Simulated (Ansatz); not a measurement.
# CH5FOSi: the cost of one run

All numbers below are computed with Ansatz 0.2.0 (RKS PBE/def2-SVP).

### Step 1. The starting structure

Bond lengths: Si1–H2 1.460 Å, Si1–C3 1.870 Å, C3–H4 1.110 Å, C3–H5 1.110 Å, C3–H6 1.110 Å, Si1–F7 1.589 Å, Si1–O8 1.679 Å, O8–H9 1.010 Å. Angles: H2–Si1–C3 109.4°, H2–Si1–F7 109.5°, H2–Si1–O8 109.5°, C3–Si1–F7 109.5°, C3–Si1–O8 109.5°, F7–Si1–O8 109.5°, Si1–C3–H4 109.5°, Si1–C3–H5 109.5°, Si1–C3–H6 109.5°, H4–C3–H5 109.4°, H4–C3–H6 109.4°, H5–C3–H6 109.4°, Si1–O8–H9 109.5°.

Structure file:

```xyz
9

Si    0.0000    0.0000    0.0000
H     0.0000    0.0000    1.4600
C     1.7634    0.0000   -0.6227
H     2.1111   -1.0463   -0.7509
H     1.8119    0.5276   -1.5981
H     2.4154    0.5187    0.1108
F    -0.7489    1.2974   -0.5295
O    -0.7913   -1.3709   -0.5594
H    -1.2459   -1.8365    0.2129
```

### Step 2. Preparing the start

Contents of input.yaml:

```yaml
crystal:
  periodic: [false, false, false]
  atoms:
    - { symbol: Si, position_ang: [0.0, 0.0, 0.0] }
    - { symbol: H, position_ang: [0.0, 0.0, 1.46] }
    - { symbol: C, position_ang: [1.7634, 0.0, -0.6227] }
    - { symbol: H, position_ang: [2.1111, -1.0463, -0.7509] }
    - { symbol: H, position_ang: [1.8119, 0.5276, -1.5981] }
    - { symbol: H, position_ang: [2.4154, 0.5187, 0.1108] }
    - { symbol: F, position_ang: [-0.7489, 1.2974, -0.5295] }
    - { symbol: O, position_ang: [-0.7913, -1.3709, -0.5594] }
    - { symbol: H, position_ang: [-1.2459, -1.8365, 0.2129] }
basis:
  gaussian: { orbitals: def2-SVP }
hamiltonian:
  xc: pbe
relax:
  f_tol: 0.02
  max_steps: 40
```

The run is started by

```sh
$ ansatz run input.yaml --threads 2 --pin off --max-ram 3072MiB --backend cpu --events-out ev --progress --plain --runs-dir out
```

What time and memory should one allow on 2 threads of Arm Neoverse V1, shared host?

About 18 s, with a peak of 0.16 GiB.
